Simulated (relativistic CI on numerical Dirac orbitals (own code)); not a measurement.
**Ca XVII (Ca¹⁶⁺): levels and lines**

The task is the spectrum of Ca¹⁶⁺: levels, purity of their labels, lifetimes and lines; further runs change one setting each.

Program: relativistic CI on numerical Dirac orbitals (own code) version 2. Level of theory: Dirac-Coulomb-Breit CI, KLI orbitals optimised for each configuration, model QED (radiative potential, 1s self-energy scaled to tabulated hydrogen-like ionisation energies). These are calculated values, not measurements, unless marked.

## (1) The atom as given

* ion: Ca¹⁶⁺ (Ca XVII)
* nuclear charge: 20
* electrons: 4
* isotope: A = 40
* first configuration typed: [He] 2s2

The outer shells:

first configuration typed
```
[He] core
2s [↑↓]
```

## (2) CI with the chosen configurations

Settings of the run:

```ini
atom Ca  Z=20  charge=16  electrons=4
nucleus A=40  rms_radius_fm=3.4776
hamiltonian dirac-coulomb  breit=on  qed=on  c_scale=1
orbitals kli  potential=per-configuration
slater_scale 1
correlation none
mixing on
configurations
  [He] 2s2
  [He] 2s 2p
  [He] 2p2
  [He] 2p 3s
  [He] 2p 3p
  [He] 2s 3s
  [He] 2s 3p
  [He] 2s 3d
  [He] 2s 4s
  [He] 2s 4p
  [He] 2s 4d
  [He] 2s 4f
  [He] 3s2
  [He] 3s 3p
  [He] 3p2
end
```

## (3) Slater integrals scaled by 0.9

Changes to the settings of step 2:

```diff
@@ -4,3 +4,3 @@
 orbitals kli  potential=per-configuration
-slater_scale 1
+slater_scale 0.9
 correlation none
```

## (4) Without the Breit term

Changes to the settings of step 3:

```diff
@@ -2,5 +2,5 @@
 nucleus A=40  rms_radius_fm=3.4776
-hamiltonian dirac-coulomb  breit=on  qed=on  c_scale=1
+hamiltonian dirac-coulomb  breit=off  qed=on  c_scale=1
 orbitals kli  potential=per-configuration
-slater_scale 0.9
+slater_scale 1
 correlation none
```

## (5) Non-relativistic limit (c × 1000)

Changes to the settings of step 4:

```diff
@@ -2,3 +2,3 @@
 nucleus A=40  rms_radius_fm=3.4776
-hamiltonian dirac-coulomb  breit=off  qed=on  c_scale=1
+hamiltonian dirac-coulomb  breit=off  qed=off  c_scale=1000
 orbitals kli  potential=per-configuration
```

(Steps that only read results are left out.)

Q: Predict the outcome of this session. Wanted: lowest level; first excitation; lowest level of the other parity; fastest E1 line; ionisation energy.

As calculated:

| run | time | mean size of shift, levels followed (cm⁻¹) | lowest level | ionisation energy (eV) |
| --- | --- | --- | --- | --- |
| main run | 0.47 s | 0 | 2s2 1S0 | 1080.8 |
| Slater integrals scaled by 0.9 | 0.46 s | 9272 | 2s2 1S0 | 1080.8 |
| without the Breit term | 0.35 s | 1203 | 2s2 1S0 | 1081.1 |
| non-relativistic limit (c × 1000) | 0.29 s | 40677 | 2s2 1S0 | - |

The semi-empirical ionisation energy (NIST) is 1086.8 eV.

| quantity | value |
| --- | --- |
| lowest level | 2s2 1S0 |
| first excitation | 2s 2p 3P°0, 259428 cm⁻¹ |
| lowest level of the other parity | 2s 2p 3P°0, 259428 cm⁻¹ |
| levels in the model | 58 |
| fastest E1 line (by rate) to the lowest level among the lowest 48 of 58 levels | 1.956 nm, from 2s 3p [2s 3p1/2] J=1° |
| ionisation energy | 1080.8 eV |
| ionisation energy, semi-empirical (NIST) | 1086.8 eV |

What this shows: 2s2 1S0 comes out lowest; its LS label holds 95 % and its jj label 95 %; over the low levels the means are 91 and 86 %, so both schemes do about equally well. The ionisation energy from the two ground configurations alone is 0.55 % below the semi-empirical value. The largest mover is «non-relativistic limit (c × 1000)» (40677 cm⁻¹ on average). Lifetimes count radiative decay inside the model alone.
